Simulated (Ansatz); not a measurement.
The system is HfIn4SiO6.

```
Hf In Si O
1.0
     2.71585   -4.70357    0.00833
     2.71585    4.70357    0.00833
    -1.87915    0.00000    7.40127
Hf In Si O
1 4 1 6
Direct
  0.78835 0.21165 0.00000
  0.62175 0.37825 0.50000
  0.45502 0.54498 0.00000
  0.28407 0.71593 0.50000
  0.95814 0.04186 0.50000
  0.12168 0.87832 0.00000
  0.06219 0.11415 0.86666
  0.88585 0.93781 0.13334
  0.79490 0.53784 0.86663
  0.46216 0.20510 0.13337
  0.15352 0.62879 0.13333
  0.37121 0.84648 0.86667
```

The cell was built by a generator and needn't be a form met in nature.

Base run:

| Property | Result |
| --- | --- |
| Program | Ansatz 0.2.0 |
| Functional | PBE |
| Potentials or basis | Ansatz NC |
| Cutoff | 1240 eV |
| Density cutoff | 4960 eV |
| k mesh | 6 × 6 × 4 |
| Occupations | fermi-dirac, width 0.05 eV |
| Spin | no spin polarisation |

Its results: band gap on the k mesh none (metal or under the smearing width); pressure 0.1 GPa; largest force 0.013 eV/Å.

Problem. The run is repeated on the same cell with these changes: potentials or basis from Ansatz NC to PseudoDojo standard (PBE files); cutoff from 1240 eV to 1143 eV; density cutoff from 4960 eV to 4572 eV; valence electrons from 118 to 104. What comes out?

Solution. Band gap on the k mesh none (metal or under the smearing width); pressure -0.4 GPa; largest force 0.096 eV/Å.

Not every run made on this cell is shown here.
